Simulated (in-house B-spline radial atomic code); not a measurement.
**Nb⁸⁺: ionisation energy by several methods**

The task here is to estimate one member of a computed series from the others.

Program: in-house B-spline radial atomic code version 1. Level of theory: scalar-relativistic (X2C), several functionals, spin-polarised, exact exchange averaged over the configuration; spherical all-electron atom at the radial basis limit. These are calculated values, not measurements, unless marked.

## Starting point

- element: niobium (Z = 41)
- charge: +8
- electrons: 33
- configuration: [Ar] 3d10 4s2 4p3
- nucleus: Fermi, rms radius 4.324 fm

The outer shells:

[Ar] 3d10 4s2 4p3
```
[Ar] core
3d [↑↓][↑↓][↑↓][↑↓][↑↓]
4s [↑↓]
4p [↑ ][↑ ][↑ ]
```

Where spins are not typed, each open shell is filled with up spins first.

Set-up of the first run:

The run's settings:

```ini
Z = 41
electrons = 33.0
configuration = [Ar] 3d10 4s2 4p3
hamiltonian = x2c
method = camb3lyp
spin_polarised = True
nucleus = fermi
rms_radius = 4.324
mass_number = 93
atomic_mass = 92.90637317
speed_of_light = 137.035999084
exact_exchange = averaged over the configuration
```

Started as:

```
$ python run_scf.py task.json out
```

task.json lists these runs, among others, and the program works through them in turn.

Among the steps run: CAM-B3LYP, a range-separated hybrid; M06-2X, a global hybrid; LC-ωPBE, a range-separated hybrid; r2SCAN0, a global hybrid; TPSSh, a global hybrid; BHandHLYP, a global hybrid.

One of the session's tables, all rows but one given; the rest of the session is left out.

```
   method  ΔSCF (eV)
   M06-2X     160.53
  r2SCAN0     161.40
    TPSSh     160.93
BHandHLYP     160.71
CAM-B3LYP     160.66
  LC-ωPBE          ?
```

Estimate the missing values for LC-ωPBE.

As computed: ΔSCF (eV): 160.70. In the column «ΔSCF (eV)» it lies between CAM-B3LYP (160.66) and BHandHLYP (160.71).
